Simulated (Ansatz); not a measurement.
**CoCl+ (doublet): from Hartree-Fock to the top rungs, def2-TZVPP**

An exercise on one series of results from a longer session: the logs are not shown, and one member is left open.

Program: Ansatz 0.2.0, Gaussian basis. Level of theory: def2-TZVPP, core rule «outside noble gas», up to 14 orbitals frozen. These are calculated values, not measurements.

The runs, in order: UHF; ROHF; CCSD(T) on UHF.

2 further runs of the same task are left out: 2 set aside as unsound or not needed.

## What is computed

The geometry is a PBE0/def2-TZVP stationary point (not a proven minimum) of the parent state, kept for this charge and spin.

2 atoms, charge 1, spin multiplicity 2.

Atoms are counted from 1 here; the program's logs count them from 0.

Bond lengths: Co1–Cl2 2.112 Å.

Set-up of the first run:

The input, in.yaml:

```yaml
crystal:
  periodic: [false, false, false]
  atoms:
    - {symbol: Co, position_ang: [0.000000, 0.000000, 0.000000]}
    - {symbol: Cl, position_ang: [0.000000, 0.000000, 2.112200]}
basis:
  gaussian: {orbitals: def2-TZVPP}
total_charge: 1
magnetization: {spin_polarized: true, initial_magnetization: 1}
hamiltonian: {xc: hf}
output: {orbitals: {seedname: orbitals}}
```

Launch:

```console
ansatz run in.yaml --threads 1 --pin off --events-out ev --progress --plain --max-ram 4096MiB --backend cpu
```

Among the steps run: UHF; ROHF; CCSD(T) on UHF.

One of the session's tables, all rows but one given; the rest of the session is left out.

It belongs to the step «Misses and costs». 

| method | from UCCSD(T) (meV) |
| --- | --- |
| ROHF | +14447.2 |
| UHF | ? |
| UMP2 | +1719.6 |
| UCCSD | +775.6 |
| UCCSD(T) | 0 |

Estimate the missing values for UHF.

As computed: from UCCSD(T) (meV): +13215.1. In the column «from UCCSD(T) (meV)» it lies between UMP2 (+1719.6) and ROHF (+14447.2).

The program flags UCCSD(T) as in doubt (see the logs), so the zero of the table is itself unsure.

Caveats from the session: The determinant is far from a pure spin state, so its energy mixes those of several spin states (harmless only where they are near-degenerate, as at dissociation). The program flags UCCSD(T) as in doubt, so the zero of the table is itself unsure.
